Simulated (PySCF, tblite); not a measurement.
# C₄H₁₀B₂F₂Ge: geometry, infrared bands and NMR shifts

What infrared bands and NMR shifts should C₄H₁₀B₂F₂Ge (`B/[C](=C/C)[GeH2][CH2]B(F)F`) show?

Computed with tblite 0.8.0 and PySCF 2.14.0, with density-fitted response routines of our own, on a single molecule in the gas phase. Atoms count from 0, in the outputs and in this text.

**1. The starting structure**

19 atoms, charge 0, multiplicity 1; geometry from: force field or distance geometry start.

Bonds of the start (Å): B0–C1 1.56, C1–C2 1.34, C2–C3 1.49, C1–Ge4 1.93, Ge4–C5 1.94, C5–B6 1.59, B6–F7 1.45, B6–F8 1.44, B0–H9 1.17, B0–H10 1.19, C2–H11 1.10, C3–H12 1.12, C3–H13 1.12, C3–H14 1.10, Ge4–H15 1.55, Ge4–H16 1.55, C5–H17 1.11, C5–H18 1.11.

**2. Optimising the geometry with GFN2-xTB**

What the job is given:

```
{"job": {"kind": "relax", "xc": "GFN2-xTB", "basis": "xTB"}, "charge": 0, "multiplicity": 1}
B     -1.133100     2.093100     0.139300
C     -0.934700     0.604700    -0.294000
C     -1.871500    -0.319400    -0.016600
C     -1.742200    -1.761500    -0.376100
Ge     0.761200     0.142300    -1.097600
C      1.975300    -0.548300     0.243600
B      2.224800     0.554400     1.361900
F      1.850200     0.291600     2.738200
F      2.830800     1.815300     1.020600
H     -0.298400     2.894100    -0.053100
H     -2.144800     2.434900     0.668300
H     -2.807300    -0.012200     0.469000
H     -2.653200    -2.317900    -0.030000
H     -0.855800    -2.204700     0.145400
H     -1.637100    -1.881500    -1.463600
H      1.379500     1.412100    -1.735800
H      0.561100    -0.918400    -2.208100
H      1.538700    -1.462000     0.705100
H      2.946700    -0.807200    -0.223800
```

Run with:

```
$ OMP_NUM_THREADS=1 python probes_run.py task.json out
```

The driver reads the jobs from task.json and runs them one after another.

**Question.** This job is followed by: GFN2-xTB harmonic vibrations, gas phase; GIAO PBE0/pcSseg-1 NMR shielding, non-relativistic, gas phase. What will the session give for the following? strongest single infrared mode (GFN2-xTB); zero-point energy (GFN2-xTB); ¹³C shifts against TMS (PBE0/pcSseg-1); ¹H shifts against TMS (PBE0/pcSseg-1, means over atoms taken as alike); ¹¹B shifts against BF3·OEt2 (PBE0/pcSseg-1); ⁷³Ge shifts against GeMe4 (PBE0/pcSseg-1); ¹⁹F shifts against CFCl3 (PBE0/pcSseg-1, means over atoms taken as alike); surface potential, 1st and 99th percentile.

**Answer**, as computed:

| quantity | value |
| --- | --- |
| strongest single infrared mode (GFN2-xTB) | 1276 cm⁻¹, 453 km/mol |
| zero-point energy (GFN2-xTB) | 81.0 kcal/mol |
| ¹³C shifts against TMS (PBE0/pcSseg-1) | 189.0, 151.8, 29.0, 0.9 ppm |
| ¹H shifts against TMS (PBE0/pcSseg-1, means over atoms taken as alike) | 8.05, 6.93, 4.80, 2.42, 0.63 ppm |
| ¹¹B shifts against BF3·OEt2 (PBE0/pcSseg-1) | 72.5, 28.7 ppm |
| ⁷³Ge shifts against GeMe4 (PBE0/pcSseg-1) | -154 ppm |
| ¹⁹F shifts against CFCl3 (PBE0/pcSseg-1, means over atoms taken as alike) | -73.0 ppm |
| surface potential, 1st and 99th percentile | -0.94 V and 1.19 V |

**Reading.** Relaxing lowered the energy by 0.813 eV in 183 steps; the close pair that moved most is B6–F7, from 1.450 to 1.325 Å. No mode is imaginary among the 51: a minimum at this level. The strongest single mode, at 1276 cm⁻¹, moves mainly B6. GFN2-xTB is a fitted tight-binding method: band positions and strengths are rough. Its intensities can rank the bands wrongly. At PBE0/pcSseg-1: Shielding is most anisotropic at F7, F8 (span 283 ppm, paramagnetic term -225 ppm). At PBE0/pcSseg-1, counted by nearest atom on the grid, the HOMO lies on C1 32 %; C2 19 %, the LUMO on B0 33 %; C2 27 %. Spin-orbit coupling is left out, which matters for shieldings and couplings at and beside the heavy atoms.
